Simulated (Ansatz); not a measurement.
# Mo (bcc type): the cost of one run

Method: DFT, PBE, PAW with Ansatz's default frozen-core files, scalar-relativistic, in Ansatz 0.2.0.

## 1. The system as given

The structure is cubic, space group Im-3m (No. 229). Conventional cell: a = 3.163 Å, b = 3.163 Å, c = 3.163 Å, α = 90.00°, β = 90.00°, γ = 90.00°. Mo (site symmetry m-3m) has 8 Mo at 2.74 Å as nearest neighbours.

As a file:

```cif
data_structure
_symmetry_space_group_name_H-M 'P 1'
_symmetry_Int_Tables_number 1
_cell_length_a 2.7391
_cell_length_b 2.7391
_cell_length_c 2.7391
_cell_angle_alpha 109.471
_cell_angle_beta 109.471
_cell_angle_gamma 109.471
_cell_volume 15.82
loop_
_atom_site_label
_atom_site_type_symbol
_atom_site_fract_x
_atom_site_fract_y
_atom_site_fract_z
_atom_site_occupancy
Mo1 Mo 0.00000 0.00000 0.00000 1
```

## 2. Cell relaxed at zero pressure, PAW

input.yaml reads:

```yaml
crystal:
  lattice:
    - [-1.5813925127, 1.5813925127, 1.5813925127]
    - [1.5813925127, -1.5813925127, 1.5813925127]
    - [1.5813925127, 1.5813925127, -1.5813925127]
  atoms:
    - { symbol: Mo, position: [0.0, 0.0, 0.0] }
kpoints:
  mp_grid: { grid: [20, 20, 20] }
scf:
  occupations: { method: fermi_dirac, width: 0.1 }
hamiltonian:
  xc: pbe
  pseudopotentials: { kind: paw }
output:
  forces: true
  stress: true
relax:
  f_tol: 0.005
  max_steps: 40
  cell: {}
```

The run is started by

```console
ansatz run input.yaml --threads 1 --pin off --max-ram 3584MiB --backend cpu --events-out ev --progress --plain --runs-dir out
```

Q: Estimate wall time and peak memory on 1 thread of Intel Xeon Platinum 8259CL at 2.50GHz (Skylake/Cascade Lake), shared host.

About 9.4 s, with a peak of 0.41 GiB.
